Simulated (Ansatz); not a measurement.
# FH4N2Si radical: a ladder of functionals and wavefunction methods

An exercise on one series of results from a longer session: the logs are not shown, and one member is left open.

Program: Ansatz 0.2.0, Gaussian basis. Level of theory: functionals in def2-TZVPP, the program's frozen cores in correlated methods. These are calculated values, not measurements.

The runs, in order: LDA (SPW92), PBE-D4, revPBE-D4, BLYP-D4, r2SCAN-D4, B97M-V, PBE0-D4, B3LYP-D4, r2SCANh-D4, r2SCAN0-D4, HSE06-D4, BHLYP-D4, CAM-B3LYP-D4, LC-ωPBE, ωB97X-V, ωB97M-V, B2PLYP, PBE-QIDH; CCSD(T)/def2-SVP; CCSD(T)/def2-TZVPP; CCSD(T)/def2-QZVPP; extrapolation to the limit; RPA on PBE.

### The relaxed structure

The geometry comes from an earlier relaxation with PBE0-D4 in a triple-zeta def2 set; it is a stationary point, not always the lowest conformer.

SMILES `[NH][SiH](N)F`, 8 atoms, charge 0, spin multiplicity 2.

Atoms are counted from 1 here; the program's logs count them from 0.

Bond lengths: N1–Si2 1.736 Å, N1–H5 1.022 Å, Si2–N3 1.693 Å, Si2–F4 1.601 Å, Si2–H6 1.474 Å, N3–H7 1.005 Å, N3–H8 1.005 Å. Angles: Si2–N1–H5 115.2°, N1–Si2–N3 109.9°, N1–Si2–F4 107.9°, N1–Si2–H6 110.9°, N3–Si2–F4 112.9°, N3–Si2–H6 108.0°, F4–Si2–H6 107.2°, Si2–N3–H7 124.8°, Si2–N3–H8 122.2°, H7–N3–H8 112.9°.

Set-up of the first run:

File in.yaml:

```yaml
crystal:
  periodic: [false, false, false]
  atoms:
    - {symbol: N, position_ang: [-0.894172, -0.788686, -1.267925]}
    - {symbol: Si, position_ang: [-0.537961, 0.070638, 0.198101]}
    - {symbol: N, position_ang: [1.124346, 0.009733, 0.514006]}
    - {symbol: F, position_ang: [-1.087685, 1.566123, 0.037469]}
    - {symbol: H, position_ang: [-0.604798, -0.320210, -2.128328]}
    - {symbol: H, position_ang: [-1.242372, -0.530820, 1.344431]}
    - {symbol: H, position_ang: [1.843816, 0.236914, -0.150296]}
    - {symbol: H, position_ang: [1.490926, -0.300895, 1.396941]}
basis:
  gaussian: {orbitals: def2-TZVPP}
magnetization: {spin_polarized: true, initial_magnetization: 1}
hamiltonian: {xc: lda}
output: {orbitals: {seedname: orbitals}}
```

Started as:

```sh
$ ansatz run in.yaml --threads 2 --pin off --events-out ev --progress --plain --max-ram 32768MiB --backend cpu
```

Among the steps run: LDA; PBE-D4 (GGA); revPBE-D4 (GGA); BLYP-D4 (GGA); r2SCAN-D4 (meta-GGA); B97M-V (meta-GGA); PBE0-D4 (hybrid); B3LYP-D4 (hybrid); r2SCANh-D4 (hybrid); r2SCAN0-D4 (hybrid); HSE06-D4 (hybrid); BHLYP-D4 (hybrid); CAM-B3LYP-D4 (range-separated); LC-ωPBE (range-separated); ωB97X-V (range-separated); ωB97M-V (range-separated); B2PLYP (double hybrid); PBE-QIDH (double hybrid).

One table of the session follows, with a row left open; its other results are not shown here.

It belongs to the step «Frontier levels by functional». 

```
  functional  HOMO (eV)  LUMO (eV)  gap (eV)
 LDA (SPW92)      -6.52      -5.35      1.17
      PBE-D4      -6.47      -4.79      1.68
   revPBE-D4      -6.42      -4.63      1.78
     BLYP-D4      -6.36      -4.74      1.61
   r2SCAN-D4      -6.84      -4.17      2.67
      B97M-V      -6.95      -4.29      2.66
     PBE0-D4      -8.04      -3.34      4.69
    B3LYP-D4      -7.79      -3.83      3.96
  r2SCANh-D4      -7.41      -3.66      3.75
  r2SCAN0-D4          ?          ?         ?
    HSE06-D4      -7.62      -3.75      3.88
    BHLYP-D4      -9.43      -1.93      7.50
CAM-B3LYP-D4      -9.51      -2.26      7.25
     LC-ωPBE     -10.93      -0.72     10.21
     ωB97X-V     -10.51      -1.19      9.33
     ωB97M-V     -10.39      -1.29      9.10
```

Q: Estimate the row for r2SCAN0-D4 from the others.

Worked estimate for «HOMO (eV)». Against the share of exact exchange, r2SCAN-D4 (0, -6.84), r2SCANh-D4 (0.1, -7.41) give a slope of -5.70 per unit share; at 0.25 the line stands at -8.26.

**Answer.** HOMO (eV): -8.25; LUMO (eV): -2.89; gap (eV): 5.36. In «HOMO (eV)» the line misses by -0.01.
